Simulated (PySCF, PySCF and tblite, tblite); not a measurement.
# Si5H12: conformers and averaged spectra, part 2 of 2

PySCF and tblite. Atoms count from 0. Earlier steps stand in the parts before.

## 4. Single-point energy, conformer 1: B3LYP/def2-SVP in dichloromethane

The job: settings as JSON, then the geometry in Å.

```
{"job": {"xc": "B3LYP", "basis": "def2-SVP", "solvent": "dichloromethane", "kind": "sp"}, "charge": 0, "multiplicity": 1}
Si     2.740738    -0.644882     1.454398
Si     1.577451     0.268073    -0.323597
Si    -0.676665    -0.322981    -0.535592
Si    -1.739136     0.580896    -2.399281
Si    -1.844903     0.023513     1.444978
H      2.768303    -2.108085     1.378303
H      2.097980    -0.303073     2.726752
H      4.136784    -0.215108     1.571077
H      2.288472    -0.018798    -1.581334
H      1.642724     1.738505    -0.243252
H     -0.669664    -1.793214    -0.743909
H     -1.046921     0.281815    -3.654803
H     -3.119185     0.118141    -2.572613
H     -1.805563     2.041257    -2.298232
H     -1.247909    -0.673189     2.586907
H     -1.866360     1.446345     1.794651
H     -3.243144    -0.407186     1.385637
```

The program printed:

```text
coarse grid: 15560 points
cycle   1  E = -1454.1149584007  dE = -3.089e-01  |g| = 1.757e-01  |ddm| = 3.613e+00
cycle   2  E = -1454.1227427055  dE = -7.784e-03  |g| = 8.263e-02  |ddm| = 3.329e-01
cycle   3  E = -1454.1252510916  dE = -2.508e-03  |g| = 3.160e-02  |ddm| = 1.748e-01
cycle   4  E = -1454.1256761187  dE = -4.250e-04  |g| = 4.896e-03  |ddm| = 5.951e-02
cycle   5  E = -1454.1256848836  dE = -8.765e-06  |g| = 1.224e-03  |ddm| = 9.771e-03
final grid: 124096 points
cycle   6  E = -1454.3069825097  dE = -5.092e-06  |g| = 1.642e-03  |ddm| = 1.174e-02
cycle   7  E = -1454.3069830004  dE = -4.907e-07  |g| = 1.311e-03  |ddm| = 5.012e-03
cycle   8  E = -1454.3069836798  dE = -6.795e-07  |g| = 7.331e-05  |ddm| = 2.117e-03
cycle   9  E = -1454.3069836816  dE = -1.818e-09  |g| = 3.445e-05  |ddm| = 1.803e-04
cycle  10  E = -1454.3069836821  dE = -5.020e-10  |g| = 3.860e-06  |ddm| = 6.028e-05
converged SCF energy = -1454.3069836821
```

Run time: 7.4 s. Hardware: 1 thread of Intel Xeon Platinum 8488C, shared host; peak memory 0.77 GiB.

This run: HOMO -7.74 eV, LUMO -0.70 eV; dipole 0.22 D.

## 5. Shieldings, conformer 2: wB97X-D/pcSseg-1 in dichloromethane

The job: settings as JSON, then the geometry in Å.

```
{"job": {"xc": "wB97X-D", "basis": "pcSseg-1", "solvent": "dichloromethane", "kind": "nmr", "pop": false}, "charge": 0, "multiplicity": 1}
Si     2.680053     0.485656     0.429669
Si     1.343604    -1.038154    -0.679077
Si    -0.952529    -0.624955    -0.469405
Si    -1.555574     1.401412    -1.439853
Si    -1.663216    -0.813697     1.737525
H      4.121042     0.254192     0.318356
H      2.375870     0.502853     1.863139
H      2.441509     1.844789    -0.063936
H      1.656075    -2.401206    -0.217008
H      1.721122    -1.083948    -2.101927
H     -1.663342    -1.681065    -1.229662
H     -1.148921     1.516812    -2.842227
H     -2.994660     1.670606    -1.408700
H     -0.912656     2.511109    -0.730311
H     -3.107523    -0.647645     1.913561
H     -1.322381    -2.101111     2.347392
H     -1.025470     0.216383     2.562555
```

The program printed:

```text
coarse grid: 15560 points
cycle   1  E = -1454.5380595383  dE = -3.397e-01  |g| = 2.111e-01  |ddm| = 3.533e+00
cycle   2  E = -1454.5547147528  dE = -1.666e-02  |g| = 8.644e-02  |ddm| = 3.923e-01
cycle   3  E = -1454.5569429643  dE = -2.228e-03  |g| = 2.311e-02  |ddm| = 1.623e-01
cycle   4  E = -1454.5571572740  dE = -2.143e-04  |g| = 4.468e-03  |ddm| = 5.822e-02
cycle   5  E = -1454.5571653794  dE = -8.105e-06  |g| = 1.169e-03  |ddm| = 1.350e-02
final grid: 124096 points
cycle   6  E = -1454.5969796995  dE = -3.533e-05  |g| = 3.089e-03  |ddm| = 2.070e-02
cycle   7  E = -1454.5969809091  dE = -1.210e-06  |g| = 1.135e-03  |ddm| = 5.248e-03
cycle   8  E = -1454.5969810307  dE = -1.216e-07  |g| = 1.580e-04  |ddm| = 9.797e-04
cycle   9  E = -1454.5969810473  dE = -1.654e-08  |g| = 2.968e-05  |ddm| = 7.856e-04
cycle  10  E = -1454.5969810479  dE = -6.407e-10  |g| = 9.272e-06  |ddm| = 1.165e-04
converged SCF energy = -1454.5969810479

GIAO shielding tensors (ppm)
atom      isotropic    diamagn.    paramagn.     s11        s22        s33       span
  0 Si     466.198     880.392    -414.193    453.998    466.917    477.679     23.681
  1 Si     472.242     881.391    -409.149    456.208    472.676    487.842     31.634
  2 Si     492.724     882.548    -389.824    485.110    495.228    497.835     12.725
  3 Si     461.135     880.360    -419.225    443.153    461.507    478.745     35.593
  4 Si     461.116     880.362    -419.246    443.198    461.449    478.702     35.504
  5 H       28.354      28.808      -0.454     24.741     25.460     34.860     10.119
  6 H       28.464      30.144      -1.680     24.531     27.454     33.406      8.875
  7 H       28.462      30.142      -1.680     24.530     27.452     33.405      8.875
  8 H       28.304      30.070      -1.766     24.490     25.971     34.452      9.962
  9 H       28.304      30.072      -1.768     24.492     25.973     34.447      9.954
 10 H       28.404      30.351      -1.947     24.934     25.236     35.044     10.110
 11 H       28.293      29.610      -1.316     24.525     26.220     34.135      9.610
 12 H       28.294      29.343      -1.049     24.433     25.960     34.489     10.056
 13 H       28.415      30.290      -1.875     24.802     27.063     33.381      8.578
 14 H       28.293      29.344      -1.051     24.433     25.958     34.489     10.056
 15 H       28.293      29.614      -1.321     24.523     26.224     34.131      9.608
 16 H       28.411      30.288      -1.877     24.801     27.058     33.374      8.574
```

It took 30 s on 1 thread of Intel Xeon Platinum 8488C, shared host; peak memory 1 GiB.

This run: HOMO -9.78 eV, LUMO 1.35 eV; dipole 0.38 D.

## 6. Single-point energy, conformer 2: B3LYP/def2-SVP in dichloromethane

Changed since step 5:

```diff
@@ -1,2 +1,2 @@
-{"job": {"xc": "wB97X-D", "basis": "pcSseg-1", "solvent": "dichloromethane", "kind": "nmr", "pop": false}, "charge": 0, "multiplicity": 1}
+{"job": {"xc": "B3LYP", "basis": "def2-SVP", "solvent": "dichloromethane", "kind": "sp"}, "charge": 0, "multiplicity": 1}
 Si     2.680053     0.485656     0.429669
```

The program printed:

```text
coarse grid: 15560 points
cycle   1  E = -1454.1151472122  dE = -3.054e-01  |g| = 1.761e-01  |ddm| = 3.613e+00
cycle   2  E = -1454.1224731689  dE = -7.326e-03  |g| = 8.966e-02  |ddm| = 3.391e-01
cycle   3  E = -1454.1254481295  dE = -2.975e-03  |g| = 3.345e-02  |ddm| = 1.825e-01
cycle   4  E = -1454.1259278123  dE = -4.797e-04  |g| = 4.317e-03  |ddm| = 5.934e-02
cycle   5  E = -1454.1259343326  dE = -6.520e-06  |g| = 1.359e-03  |ddm| = 9.311e-03
final grid: 124096 points
cycle   6  E = -1454.3072972440  dE = -5.683e-06  |g| = 1.852e-03  |ddm| = 1.411e-02
cycle   7  E = -1454.3072977251  dE = -4.811e-07  |g| = 1.570e-03  |ddm| = 5.679e-03
cycle   8  E = -1454.3072987327  dE = -1.008e-06  |g| = 6.305e-05  |ddm| = 2.487e-03
cycle   9  E = -1454.3072987342  dE = -1.507e-09  |g| = 2.536e-05  |ddm| = 1.685e-04
cycle  10  E = -1454.3072987344  dE = -2.603e-10  |g| = 5.753e-06  |ddm| = 5.570e-05
converged SCF energy = -1454.3072987344
```

Run time: 7.4 s. Hardware: 1 thread of Intel Xeon Platinum 8488C, shared host; peak memory 0.77 GiB.

Key values: HOMO -7.77 eV, LUMO -0.32 eV; dipole 0.40 D.

## 7. The ensemble: properties at wB97X-D/pcSseg-1 in dichloromethane

The job: settings as JSON, then the geometry in Å.

```
{"job": {"study": "conf", "smiles": "[SiH3][SiH2][SiH]([SiH3])[SiH3]", "search": {"seed": 2041, "n_embed": 60, "ff_keep": 14, "window": 3.0, "nmax": 10, "temps": [220, 260, 298.15, 340, 380], "t_ref": 298.15, "order": 0.002}, "level": {"nmr": {"xc": "wB97X-D", "basis": "pcSseg-1", "solvent": "dichloromethane"}, "sp": {"xc": "B3LYP", "basis": "def2-SVP", "solvent": "dichloromethane"}}, "kind": "conf"}, "charge": 0, "multiplicity": 1}
Si     2.680053     0.485656     0.429669
Si     1.343604    -1.038154    -0.679077
Si    -0.952529    -0.624955    -0.469405
Si    -1.555574     1.401412    -1.439853
Si    -1.663216    -0.813697     1.737525
H      4.121042     0.254192     0.318356
H      2.375870     0.502853     1.863139
H      2.441509     1.844789    -0.063936
H      1.656075    -2.401206    -0.217008
H      1.721122    -1.083948    -2.101927
H     -1.663342    -1.681065    -1.229662
H     -1.148921     1.516812    -2.842227
H     -2.994660     1.670606    -1.408700
H     -0.912656     2.511109    -0.730311
H     -3.107523    -0.647645     1.913561
H     -1.322381    -2.101111     2.347392
H     -1.025470     0.216383     2.562555
```

The program printed:

```text
conformer  sym    E(xTB)   E(DFT)   G(298.15 K)  weight  dipole/D
    1     C1      0.000    0.626    0.130   0.4455    0.224
    2     Cs      0.175    0.000    0.000   0.5545    0.395

mean shielding (ppm) by class
class atoms           220 K      260 K   298.15 K      340 K      380 K
  0 Si 0            465.218     465.08    464.981    464.896    464.833
  1 Si 1            472.741    472.811    472.862    472.905    472.937
  2 Si 2            493.071     493.12    493.155    493.185    493.207
  3 Si 3,4          460.665    460.601    460.554    460.515    460.485
  4 H  5,6,7         28.395      28.39     28.387     28.384     28.382
  5 H  8,9           28.344      28.35     28.354     28.358      28.36
  6 H  10            28.476     28.486     28.494       28.5     28.504
  7 H  11,12,13      28.322     28.321     28.319     28.318     28.318
```

Run time: 81 s. Hardware: 1 thread of Intel Xeon Platinum 8488C, shared host. This counts the runs that the step sums up.

The search (ETKDG, MMFF94s, GFN2-xTB) embedded 60 structures, kept 2 distinct ones after the force field and 2 after xTB; 2 were carried on (window 3.0 kcal/mol at the search's own energies). Energies: B3LYP/def2-SVP in dichloromethane with D3(BJ).

The conformers at 298 K:

```csv
no.,group,mirror pair,ΔE xTB,ΔE DFT,ΔG,weight (%),μ (D),Si0–Si1–Si2–Si3 (°),"A, B, C (GHz)"
1,C1,yes,0.00,0.63,0.13,44.5,0.22,-178,"1.84, 0.75, 0.56"
2,Cs,no,0.17,0.00,0.00,55.5,0.40,64,"1.44, 0.87, 0.69"
```

Energies in kcal/mol. ΔG holds xTB vibrations and rotation, symmetry numbers and mirror pairs.

Weights (%) by temperature:

```csv
no.,220 K,260 K,298 K,340 K,380 K
2,64.1,59.1,55.5,52.4,50.1
1,35.9,40.9,44.5,47.6,49.9
```

How the weights hang on the way they are made:

```csv
scheme,2,1,mean μ (D)
DFT free energy,55,45,0.32
"DFT energy, symmetry counted",59,41,0.33
DFT energy alone,74,26,0.35
"xTB energy, symmetry counted",27,73,0.27
xTB free energy,24,76,0.27
lowest conformer only,100,0,0.40
equal weights,50,50,0.31
```

Shifts against references run at the same level (²⁹Si TMS 350.5, ¹H TMS 31.81 ppm of shielding), by class of atoms, at 298 K:

```csv
atoms,environment,no. 2,no. 1,average
"H11, H12, H13 and 3 more",hydrogen on a silicon bonded to Si,3.48,3.51,3.49
"H8, H9",hydrogen on a silicon bonded to 2 Si,3.51,3.39,3.46
"H5, H6, H7",hydrogen on a silicon bonded to Si,3.38,3.47,3.42
H10,hydrogen on a silicon bonded to 3 Si,3.41,3.20,3.32
"Si3, Si4","silicon bonded to Si, 3 H",-110.6,-109.4,-110.1
Si0,"silicon bonded to Si, 3 H",-115.7,-113.0,-114.5
Si1,"silicon bonded to 2 Si, 2 H",-121.8,-123.2,-122.4
Si2,"silicon bonded to 3 Si, H",-142.2,-143.2,-142.7
```

Effective distances for nuclear Overhauser effects, ⟨r⁻⁶⟩^(−1/6) over all pairs of two classes (Å): H8···H10 3.64; H10···H11 3.75; H5···H8 3.80.

## 8. Outcome

This closing draws on all 2 parts.

```
                                                  quantity                                                value
                                                conformers  2; the first in weight is no. 2 (Cs), 55 % at 298 K
                                   root-mean-square dipole                                               0.33 D
  averaged ¹H shifts (wB97X-D/pcSseg-1 in dichloromethane)                           3.49, 3.46, 3.42, 3.32 ppm
averaged ²⁹Si shifts (wB97X-D/pcSseg-1 in dichloromethane)                   -110.1, -114.5, -122.4, -142.7 ppm
```

In words: At 298 K conformer 2 holds 55 % of the ensemble (64 % at 220 K, 50 % at 380 K). xTB puts no. 1 lowest, DFT no. 2. Among conformers over 5 %, H10 differs by 0.20 ppm, while the average moves by 0.03 ppm from 220 to 380 K.
